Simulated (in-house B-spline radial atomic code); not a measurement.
**Pseudo-atoms of lead beyond the functional they were made with**

A pseudopotential made with a local or semilocal functional is often used under other methods. How large is the error for lead?

Each job solves three atoms with an in-house B-spline radial code, non-relativistic and spherical, high spin: all electrons (AE), all electrons with the core left uncorrelated (FC), and the pseudo-atom (PS, semilocal channels for the l listed, the local potential above). Empty states run to l = 8; the Hartree-Fock start is not run with a model core. The AE exchange self-energy holds core-valence exchange, which PS lacks and its potential largely offsets, so that difference is no error by itself. The code writes a record and no log. All values are calculated.

## 1. Pb²⁺, LDA, core 1s 2s 2p 3s 3p 3d 4s 4p 4d 4f 5s, radii × 0.9, made in [Xe] 4f14 5d10 6s2 6p2

File settings:

```
Z = 82
electrons = 80.0
configuration = [Xe] 4f14 5d10 6s2
generated_in = [Xe] 4f14 5d10 6s2 6p2
functional = lda,vwn
core_shells = 11
radius_factor = 0.9
core_correction = False
ion_configuration = [Xe] 4f14 5d10 6s1
```

From the record: radii s 1.999, p 0.825, d 0.961, local 1.001 bohr. Reference levels, all-electron and pseudo (hartree): 5p -2.94165, -2.94160; 5d -0.90239, -0.90238; 6s -0.35718, -0.35718; 6p -0.14183, -0.14680.

Levels in eV; differences are from AE. Left out are levels of quasi-particle weight under 0.75 (0.6 for the top and for empty ones), unbound levels and those not matched in AE and PS.

```tsv
start	level	mean field AE	PS − AE	G0W0 AE	FC − AE	PS − AE	exchange self-energy PS − AE
LDA	6s	-24.42	-0.14	-28.54	+0.04	-1.64	-0.33
LDA	5d	-40.95	-0.24	-48.37	+0.13	+0.07	+8.83
LDA	6p (empty)	-17.34	-0.35	-13.95	+0.05	-0.18	+1.40
PBE0	6s	-24.80	-0.68	-28.38	+0.05	-1.70	-1.13
PBE0	6p (empty)	-16.08	-0.14	-13.94	+0.04	-0.02	+1.30
Hartree-Fock	6s	-26.32	-2.78	-28.14	+0.05	-1.78	-3.69
Hartree-Fock	5d	-49.45	+1.50	-49.31	+0.14	+1.26	+8.72
Hartree-Fock	6p (empty)	-12.87	+0.46	-13.87	+0.03	+0.42	+1.21
```

```tsv
start	valence RPA correlation, FC (hartree)	PS (hartree)	RPA polarisability (no kernel), AE (bohr³)	PS (bohr³)	ionisation by RPA, AE (eV)	PS − AE (eV)
LDA	-1.0653	-1.4002	16.04	16.04	28.53	+1.57
PBE0	-1.0120	-1.3305	15.05	13.94	28.35	+1.67
Hartree-Fock	-0.8875	-1.1630	12.83	9.60	27.94	+1.80
```

It took 1.7 min on 1 thread of Arm Neoverse N1, shared host.

Its core holds an angular momentum without a channel of its own, so the local potential lets valence electrons into it.

## 2. Pb²⁺, LDA, core 1s 2s 2p 3s 3p 3d 4s 4p 4d 4f 5s, radii × 1, made in [Xe] 4f14 5d10 6s2 6p2

settings: that of step 1 with these lines changed.

```diff
@@ -6,3 +6,3 @@
 core_shells = 11
-radius_factor = 0.9
+radius_factor = 1.0
 core_correction = False
```

From the record: radii s 2.222, p 0.917, d 1.068, local 1.113 bohr. Reference levels, all-electron and pseudo (hartree): 5p -2.94165, -2.94165; 5d -0.90239, -0.90239; 6s -0.35718, -0.35718; 6p -0.14183, -0.14439.

Levels in eV; differences are from AE. Left out are levels of quasi-particle weight under 0.75 (0.6 for the top and for empty ones), unbound levels and those not matched in AE and PS.

```tsv
start	level	mean field AE	PS − AE	G0W0 AE	FC − AE	PS − AE	exchange self-energy PS − AE
LDA	6s	-24.42	-0.07	-28.54	+0.04	-1.49	-0.14
LDA	6p (empty)	-17.34	-0.18	-13.95	+0.05	-0.03	+1.46
PBE0	6s	-24.80	-0.58	-28.38	+0.05	-1.54	-0.87
PBE0	6p (empty)	-16.08	+0.01	-13.94	+0.04	+0.12	+1.35
Hartree-Fock	6s	-26.32	-2.56	-28.14	+0.05	-1.62	-3.18
Hartree-Fock	5d	-49.45	+1.49	-49.31	+0.14	+1.29	+8.63
Hartree-Fock	6p (empty)	-12.87	+0.53	-13.87	+0.03	+0.52	+1.22
```

```tsv
start	valence RPA correlation, FC (hartree)	PS (hartree)	RPA polarisability (no kernel), AE (bohr³)	PS (bohr³)	ionisation by RPA, AE (eV)	PS − AE (eV)
LDA	-1.0653	-1.3536	16.04	16.04	28.53	+1.44
PBE0	-1.0120	-1.2892	15.05	14.00	28.35	+1.53
Hartree-Fock	-0.8875	-1.1333	12.83	9.77	27.94	+1.65
```

It took 99 s on 1 thread of Arm Neoverse N1, shared host.

Its core holds an angular momentum without a channel of its own, so the local potential lets valence electrons into it.

## 3. Pb²⁺, PBE, core 1s 2s 2p 3s 3p 3d 4s 4p 4d 4f 5s, radii × 0.8

File settings:

```
Z = 82
electrons = 80.0
configuration = [Xe] 4f14 5d10 6s2
generated_in = [Xe] 4f14 5d10 6s2
functional = pbe,pbe
core_shells = 11
radius_factor = 0.8
core_correction = False
ion_configuration = [Xe] 4f14 5d10 6s1
```

From the record: radii s 1.72, p 0.734, d 0.854, local 0.882 bohr. Reference levels, all-electron and pseudo (hartree): 5p -3.54117, -3.54098; 5d -1.49722, -1.49713; 6s -0.88152, -0.88150.

Levels in eV; differences are from AE. Left out are levels of quasi-particle weight under 0.75 (0.6 for the top and for empty ones), unbound levels and those not matched in AE and PS.

```tsv
start	level	mean field AE	PS − AE	G0W0 AE	FC − AE	PS − AE	exchange self-energy PS − AE
PBE	6s	-23.99	+0.00	-28.48	+0.04	-1.39	-0.24
PBE	5d	-40.74	+0.00	-48.27	+0.13	+0.74	+9.13
PBE	6p (empty)	-16.99	-1.97	-14.00	+0.05	-0.46	+0.16
PBE0	6s	-24.80	-0.48	-28.38	+0.05	-1.51	-1.06
PBE0	6p (empty)	-16.08	-1.15	-13.94	+0.04	-0.60	+0.51
Hartree-Fock	6s	-26.32	-2.51	-28.14	+0.05	-1.62	-3.75
Hartree-Fock	5d	-49.45	+1.99	-49.31	+0.14	+1.73	+9.04
Hartree-Fock	6p (empty)	-12.87	+0.31	-13.87	+0.03	-0.00	+1.00
```

```tsv
start	valence RPA correlation, FC (hartree)	PS (hartree)	RPA polarisability (no kernel), AE (bohr³)	PS (bohr³)	ionisation by RPA, AE (eV)	PS − AE (eV)
PBE	-1.0630	-1.4877	16.44	17.34	28.52	+1.39
PBE0	-1.0120	-1.4030	15.05	14.41	28.35	+1.46
Hartree-Fock	-0.8875	-1.2092	12.83	9.72	27.94	+1.58
```

It took 1.7 min on 1 thread of Arm Neoverse N1, shared host.

Its core holds an angular momentum without a channel of its own, so the local potential lets valence electrons into it.

## 4. Pb²⁺, PBE, core 1s 2s 2p 3s 3p 3d 4s 4p 4d 4f 5s, radii × 0.8, model core

settings: that of step 3 with these lines changed.

```diff
@@ -7,3 +7,3 @@
 radius_factor = 0.8
-core_correction = False
+core_correction = True
 ion_configuration = [Xe] 4f14 5d10 6s1
```

From the record: radii s 1.72, p 0.734, d 0.854, local 0.882, model core 0.725 bohr. Reference levels, all-electron and pseudo (hartree): 5p -3.54117, -3.54098; 5d -1.49722, -1.49713; 6s -0.88152, -0.88150.

Levels in eV; differences are from AE. Left out are levels of quasi-particle weight under 0.75 (0.6 for the top and for empty ones), unbound levels and those not matched in AE and PS.

```tsv
start	level	mean field AE	PS − AE	G0W0 AE	FC − AE	PS − AE	exchange self-energy PS − AE
PBE	6s	-23.99	+0.00	-28.48	+0.04	-1.39	-0.24
PBE	5d	-40.74	+0.00	-48.27	+0.13	+0.74	+9.13
PBE	6p (empty)	-16.99	-1.97	-14.00	+0.05	-0.46	+0.16
PBE0	6s	-24.80	-0.44	-28.38	+0.05	-1.38	-0.72
PBE0	6p (empty)	-16.08	-0.39	-13.94	+0.04	-0.10	+1.06
```

```tsv
start	valence RPA correlation, FC (hartree)	PS (hartree)	RPA polarisability (no kernel), AE (bohr³)	PS (bohr³)	ionisation by RPA, AE (eV)	PS − AE (eV)
PBE	-1.0630	-1.4877	16.44	17.34	28.52	+1.40
PBE0	-1.0120	-1.3709	15.05	14.37	28.35	+1.35
```

It took 94 s on 1 thread of Arm Neoverse N1, shared host.

Its core holds an angular momentum without a channel of its own, so the local potential lets valence electrons into it.

## 5. Pb²⁺, PBE, core 1s 2s 2p 3s 3p 3d 4s 4p 4d 4f 5s, radii × 0.9, model core, made in [Xe] 4f14 5d10 6s2 6p2

File settings:

```
Z = 82
electrons = 80.0
configuration = [Xe] 4f14 5d10 6s2
generated_in = [Xe] 4f14 5d10 6s2 6p2
functional = pbe,pbe
core_shells = 11
radius_factor = 0.9
core_correction = True
ion_configuration = [Xe] 4f14 5d10 6s1
```

From the record: radii s 1.999, p 0.825, d 0.961, local 1.001, model core 0.725 bohr. Reference levels, all-electron and pseudo (hartree): 5p -2.93975, -2.93962; 5d -0.89913, -0.89916; 6s -0.34791, -0.34791; 6p -0.13542, -0.14018.

Levels in eV; differences are from AE. Left out are levels of quasi-particle weight under 0.75 (0.6 for the top and for empty ones), unbound levels and those not matched in AE and PS.

```tsv
start	level	mean field AE	PS − AE	G0W0 AE	FC − AE	PS − AE	exchange self-energy PS − AE
PBE	6s	-23.99	-0.14	-28.48	+0.04	-1.54	-0.34
PBE	5d	-40.74	-0.24	-48.27	+0.13	+0.42	+8.80
PBE	6p (empty)	-16.99	-0.34	-14.00	+0.05	-0.14	+1.35
PBE0	6s	-24.80	-0.69	-28.38	+0.05	-1.71	-1.14
PBE0	6p (empty)	-16.08	+0.01	-13.94	+0.04	+0.11	+1.37
```

```tsv
start	valence RPA correlation, FC (hartree)	PS (hartree)	RPA polarisability (no kernel), AE (bohr³)	PS (bohr³)	ionisation by RPA, AE (eV)	PS − AE (eV)
PBE	-1.0630	-1.3973	16.44	16.44	28.52	+1.54
PBE0	-1.0120	-1.3207	15.05	13.90	28.35	+1.68
```

Wall time 92 s (1 thread of Arm Neoverse N1, shared host).

Its core holds an angular momentum without a channel of its own, so the local potential lets valence electrons into it.

## 6. What the core costs

Of the filled levels shown, the one that moves most in G0W0 on the functional of the generation (eV):

| pseudo-atom | level | PS − AE | FC − AE | exchange self-energy PS − AE |
| --- | --- | --- | --- | --- |
| Pb²⁺, LDA, core 1s 2s 2p 3s 3p 3d 4s 4p 4d 4f 5s, radii × 0.9, made in [Xe] 4f14 5d10 6s2 6p2 | 6s | -1.64 | +0.04 | -0.33 |
| Pb²⁺, LDA, core 1s 2s 2p 3s 3p 3d 4s 4p 4d 4f 5s, radii × 1, made in [Xe] 4f14 5d10 6s2 6p2 | 6s | -1.49 | +0.04 | -0.14 |
| Pb²⁺, PBE, core 1s 2s 2p 3s 3p 3d 4s 4p 4d 4f 5s, radii × 0.8 | 6s | -1.39 | +0.04 | -0.24 |
| Pb²⁺, PBE, core 1s 2s 2p 3s 3p 3d 4s 4p 4d 4f 5s, radii × 0.8, model core | 6s | -1.39 | +0.04 | -0.24 |
| Pb²⁺, PBE, core 1s 2s 2p 3s 3p 3d 4s 4p 4d 4f 5s, radii × 0.9, model core, made in [Xe] 4f14 5d10 6s2 6p2 | 6s | -1.54 | +0.04 | -0.34 |

For these levels the shift runs from 1.39 eV (Pb²⁺, PBE, core 1s 2s 2p 3s 3p 3d 4s 4p 4d 4f 5s, radii × 0.8) to 1.64 eV (Pb²⁺, LDA, core 1s 2s 2p 3s 3p 3d 4s 4p 4d 4f 5s, radii × 0.9, made in [Xe] 4f14 5d10 6s2 6p2). On other starts it reaches -1.78 eV (6s, Hartree-Fock). Leaving the core uncorrelated explains little of it; the rest belongs to the pseudopotential itself, whose orbitals are smooth and whose core-valence exchange stays at the level of its own functional. The warnings of steps 1, 2, 3, 4, 5 apply, and can be the main cause there. Without relativity so heavy an atom is a model system. The radii follow a simple rule and aren't optimised.
